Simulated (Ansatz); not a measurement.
# TaO2: magnetic states

One table from this session's results is given with a row withheld; the runs are named, their logs left out.

Program: Ansatz 0.2.0. Level of theory: DFT r2SCAN, scalar-relativistic, plane waves, PAW. These are calculated values, not measurements.

8 further runs of the same task are left out: 8 that didn't finish. Runs told in other sessions of the task aren't counted.

**The structure to begin with**

Symmetry: P-3m1, No. 164, trigonal system. The conventional cell has a = 2.889 Å, b = 2.889 Å, c = 4.590 Å, α = 90.00°, β = 90.00°, γ = 120.00°. Ta (site symmetry -3m) has 6 O at 2.02 Å in its first shell of neighbours. Around O (site symmetry 3m) lie 3 Ta at 2.02 Å.

Structure file:

```
CELL_PARAMETERS angstrom
2.88860 0.00000 0.00000
-1.44430 2.50160 0.00000
0.00000 0.00000 4.58953
ATOMIC_POSITIONS crystal
Ta 0.00000 0.00000 0.00000
O 0.33333 0.66667 0.24834
O 0.66667 0.33333 0.75166
```

This is a hypothetical structure, made by putting the elements on a prototype's sites.

The first run:

(A quick probe on a coarse mesh, which set the mesh and smearing, is not shown.)

input.yaml reads:

```yaml
crystal:
  lattice:
    - [2.8886, 0.0, 0.0]
    - [-1.4443, 2.5016009814, 0.0]
    - [0.0, 0.0, 4.5895292029]
  atoms:
    - { symbol: Ta, position: [0.0, 0.0, 0.0], spin: 0.18 }
    - { symbol: O, position: [0.3333333333, 0.6666666667, 0.2483402003] }
    - { symbol: O, position: [0.6666666667, 0.3333333333, 0.7516597997] }
basis:
  ecutwfc: 500
kpoints:
  mp_grid: { grid: [6, 6, 4] }
hamiltonian:
  xc: r2scan
scf:
  occupations: { method: gaussian, width: 0.1 }
output:
  forces: true
  stress: true
  eigenvalues: true
  populations: true
magnetization:
  spin_polarized: true
relax:
  adjacent_minimum: "off"
  f_tol: 0.05
  max_steps: 80
  cell: { stress_tol: 0.5 }
```

Launch:

```sh
ansatz run input.yaml --threads 1 --pin off --max-ram 2560MiB --backend cpu --events-out ev --progress --plain --runs-dir out
```

Among the steps run: A loose first relaxation; Full relaxation; Start: no spin polarisation; Start: ferromagnetic; Magnetic start: large parallel starting moments; Magnetic start: antiferromagnetic, doubled cell, propagation vector (0, 0, 1/2); Magnetic start: small parallel starting moments.

One of the session's tables, all rows but one given; the rest of the session is left out.

It belongs to the step «The magnetic starts in order of energy». 

```
                                                          start  energy above the lowest (meV/atom)
                                                  ferromagnetic                                0.00
                                large parallel starting moments                                0.00
                                small parallel starting moments                                0.00
antiferromagnetic, doubled cell, propagation vector (0, 0, 1/2)                                   ?
                                                        no spin                                7.93
```

Estimate the missing values for antiferromagnetic, doubled cell, propagation vector (0, 0, 1/2).

As computed: energy above the lowest (meV/atom): 0.02. In the column «energy above the lowest (meV/atom)» it lies between small parallel starting moments (0.00) and no spin (7.93).

Caveats from the session: Other magnetic orders or occupations could lie lower; they were not searched in full. Warnings in the runs' records: stability check not made.
